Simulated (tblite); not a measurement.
# H6N2O2Si3: the cost of one run

Programs: tblite 0.8.0 and PySCF 2.14.0. All values are calculated, for the isolated system unless a continuum is named. Atoms count from 0, parts from 1.

### 1 The system as given

13 atoms, charge 0, multiplicity 1; geometry: distance geometry start.

### 2 Relaxing the cluster with GFN2-xTB

The job: settings as JSON, then the geometry in Å.

```
{"job": {"kind": "relax", "xc": "GFN2-xTB", "basis": "xTB"}, "charge": 0, "multiplicity": 1}
N     -0.714645     0.670146    -0.730554
Si    -0.074178     2.327821    -0.152889
N     -0.459499     1.814310     1.581632
Si    -1.121944     0.172732     0.999129
O     -0.079267    -1.146813     1.526756
Si    -0.228110    -2.843932     0.986088
O     -0.346218    -4.408422     0.164973
H     -0.009238     0.081502    -1.194526
H     -0.868397     3.374570    -0.558957
H      1.321415     2.432839    -0.354861
H     -1.163201     2.390714     2.034593
H     -2.497082     0.031373     1.211794
H     -0.842643    -4.573440    -0.639911
```

Method: GFN2-xTB geometry optimisation, gas phase.

Started as:

```sh
OMP_NUM_THREADS=1 python cluster_run.py task.json out
```

The driver reads the jobs from task.json and runs them one after another.

Q: Estimate the wall time of this first job on 1 thread of Intel Xeon 6975P-C, shared host.

About 4.4 s.
